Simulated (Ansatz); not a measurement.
This script for an atomisation energy of P2 with the Python package of Ansatz (0.2.0) holds a mistake.

The script, `tae.py`:
```python
# -*- coding: utf-8 -*-
from collections import Counter
from dataclasses import dataclass
import logging
import sys

import ansatz as az

logging.basicConfig(stream=sys.stdout, format='[%(levelname)s] %(message)s')
logger = logging.getLogger('ansatz_job')
logger.setLevel(logging.INFO)


@dataclass(frozen=True)
class Settings:
    basis: str = '6-31G*'
    xc: str = 'hf'


opts = Settings()


def energy(molecule, charge=0, unpaired=0):
    calc = (
        molecule.calculation()
        .basis(gaussian=opts.basis)
        .functional(opts.xc)
    )
    if charge:
        calc = calc.charge(charge)
    if unpaired:
        calc = calc.spin('collinear', total=unpaired)
    return calc.run(threads=1, pin='off').report['free_energy_ev']


def main():
    molecule = (
        az.Crystal.molecule()
        .atom('D', (0.0, 0.0, 0.0))
        .atom('P', (0.0, 0.0, 2.13))
    )

    unpaired = {'P': 3}
    counts = Counter(site.symbol for site in molecule.cartesian_sites)
    atom_energy = {s: energy(az.Crystal.molecule().atom(s, (0, 0, 0)), 0, unpaired[s]) for s in counts}
    whole = energy(molecule, 0, 0)
    for s, e in atom_energy.items():
        logger.info(f'{s:2s} x{counts[s]}  {e:14.5f} eV')
    logger.info(f'P2: {whole:.5f} eV')
    split = sum(counts[s] * e for s, e in atom_energy.items()) - whole
    logger.info(f'atomisation energy (no zero-point term): {split:.3f} eV, {split / sum(counts.values()):.3f} eV an atom')


if __name__ == '__main__':
    main()
```

Running `python tae.py` prints:
```text
Traceback (most recent call last):
  File "tae.py", line 55, in <module>
    main()
    ~~~~^^
  File "tae.py", line 39, in main
    .atom('D', (0.0, 0.0, 0.0))
     ~~~~^^^^^^^^^^^^^^^^^^^^^^
  ...
ansatz.errors.InputError: .atom('D', …): `D` is not an element symbol (H … Og, case-exact)
```
(Library frames cut from the traceback.)

What is wrong, and how is it mended?

The fault: the element symbol isn't valid. Mended:

```diff
--- before
+++ after
@@ -38,3 +38,3 @@
         az.Crystal.molecule()
-        .atom('D', (0.0, 0.0, 0.0))
+        .atom('P', (0.0, 0.0, 0.0))
         .atom('P', (0.0, 0.0, 2.13))
```

With that change:

Output of `python tae.py`:
```text
[INFO] P  x2     -9270.65274 eV
[INFO] P2: -18541.32139 eV
[INFO] atomisation energy (no zero-point term): 0.016 eV, 0.008 eV an atom
```

Total energies depend on the basis set; only differences at equal settings carry meaning. The geometry is a force-field or estimated start, not a minimum of this method, and the basis set is short of its limit. All parts are taken at fixed geometry, without zero-point energy. Hartree-Fock leaves correlation out, so bond, atomisation and ionisation energies come out well too low. The spin state was assumed, and another may lie lower. Wall time of the script: 0.7 s on 1 thread of Arm Neoverse V1 (shared host), peak memory 0.12 GiB.

(A comment or docstring line of the script was reworded after the run, the code is as it ran; lines on the test bed's own set-up are left out of the output.)
